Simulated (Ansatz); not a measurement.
# ScTe2 (fluorite): equation of state

Aim: the bulk modulus of ScTe2 (fluorite) from energies at several volumes around the relaxed one. This structure was made by substitution into a known type, so it needn't be the compound's stable form.

Method: DFT PBE, scalar-relativistic, plane waves, PAW, in Ansatz 0.2.0.

1 further run of the same task is left out (set aside as unsound or not needed). Runs told in other sessions of the task aren't counted.

## Step 1: The structure to begin with

It takes space group Fm-3m (No. 225, cubic). The conventional cell has a = 7.126 Å, b = 7.126 Å, c = 7.126 Å, α = 90.00°, β = 90.00°, γ = 90.00°. Around Sc (site symmetry m-3m) lie 8 Te at 3.09 Å. Te (site symmetry -43m) is surrounded by 4 Sc at 3.09 Å.

Structure file:

```cif
data_structure
_symmetry_space_group_name_H-M 'P 1'
_symmetry_Int_Tables_number 1
_cell_length_a 5.0385
_cell_length_b 5.0385
_cell_length_c 5.0385
_cell_angle_alpha 60.000
_cell_angle_beta 60.000
_cell_angle_gamma 60.000
_cell_volume 90.45
loop_
_atom_site_label
_atom_site_type_symbol
_atom_site_fract_x
_atom_site_fract_y
_atom_site_fract_z
_atom_site_occupancy
Sc1 Sc 0.00000 0.00000 0.00000 1
Te1 Te 0.25000 0.25000 0.25000 1
Te2 Te 0.75000 0.75000 0.75000 1
```

This cell comes from an earlier session at PBE: 30.149 Å³/atom at -0.05 GPa, on a 8×8×8 mesh.

Volume factors to run: 0.980, 1.020, 0.960, 1.040, 1.070, 1.100, 0.945.

## Step 2: Volume × 0.980

input.yaml

```yaml
crystal:
  lattice:
    - [0.0, 3.5388600397, 3.5388600397]
    - [3.5388600397, 0.0, 3.5388600397]
    - [3.5388600397, 3.5388600397, 0.0]
  atoms:
    - { symbol: Sc, position: [0.0, 0.0, 0.0] }
    - { symbol: Te, position: [0.25, 0.25, 0.25] }
    - { symbol: Te, position: [0.75, 0.75, 0.75] }
basis:
  ecutwfc: 420
  ecutrho_ratio: 4
kpoints:
  mp_grid: { grid: [8, 8, 8] }
hamiltonian:
  xc: pbe
scf:
  occupations: { method: gaussian, width: 0.05 }
output:
  forces: true
  stress: true
  eigenvalues: true
```

Run with:

```bash
> ansatz run input.yaml --threads 2 --pin off --max-ram 2662MiB --backend cpu --events-out ev --progress --plain --runs-dir out
```

After this run come: At 1.020 of the relaxed volume; Volume × 0.960; Volume × 1.040; At 1.070 of the relaxed volume; At 1.100 of the relaxed volume; Volume × 0.945.

Q: Predict the outcome of this session. Wanted: V0; B0; B0′; scatter of the fit.

The runs gave:

| quantity | value |
| --- | --- |
| V0 | 30.118 Å³/atom |
| B0 | 52 GPa |
| B0′ | 4.3 |
| scatter of the fit | 0.001 meV/atom |

**Reading.** A third-order Birch–Murnaghan fit puts the minimum at 30.12 Å³/atom with a bulk modulus of 52 GPa. One per cent of compression takes about 0.52 GPa. These are values at 0 K without zero-point motion. Spin polarisation wasn't allowed in this run. Spin–orbit coupling is left out, though the cell holds Te; it can open a gap where p bands cross.
